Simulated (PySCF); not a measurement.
# C2H8O2Si: the cost of one run

Programs: PySCF 2.14.0, with density-fitted response routines of our own. Each step states its level of theory. These are calculated values for one molecule in the gas phase, unless marked as measured. Atoms are numbered from 0 throughout.

## (1) The starting structure

13 atoms, charge 0, multiplicity 1; geometry from: GFN2-xTB. The atoms were then displaced at random by about 0.01 Å, so the start is not that level's minimum.

Bonds of the start (Å): C0–C1 1.56, C1–Si2 1.91, Si2–O3 1.63, Si2–O4 1.62, C0–H5 1.07, C0–H6 1.07, C0–H7 1.07, C1–H8 1.11, C1–H9 1.08, Si2–H10 1.45, O3–H11 0.95, O4–H12 0.97.

## (2) Relaxing the molecule at PBE0-D3(BJ)/def2-SVP

What the job is given:

```
{"job": {"xc": "PBE0", "basis": "def2-SVP", "d3": "d3bj", "grid": 1, "shake": 0.01, "kind": "geom"}, "charge": 0, "multiplicity": 1}
C      1.556200    -0.677630     0.073250
C      0.770180     0.589860    -0.379530
Si    -1.123220     0.450160    -0.144570
O     -1.486190     0.035170     1.386390
O     -1.620090    -0.769200    -1.086010
H      2.604070    -0.525250    -0.082060
H      1.216430    -1.517780    -0.502610
H      1.373960    -0.850300     1.118120
H      1.152160     1.465970     0.189150
H      0.990180     0.778690    -1.418540
H     -1.792460     1.697750    -0.476930
H     -1.221560     0.557780     2.135340
H     -2.413850    -1.252100    -0.822330
```

The run is started by

```sh
OMP_NUM_THREADS=1 python probes_run.py task.json out
```

The driver reads the jobs from task.json and runs them one after another.

**Question.** How long does this first job take on 1 thread of Arm Neoverse V1, shared host, and how much memory does it need?

About 81 s, with a peak of 0.47 GiB.
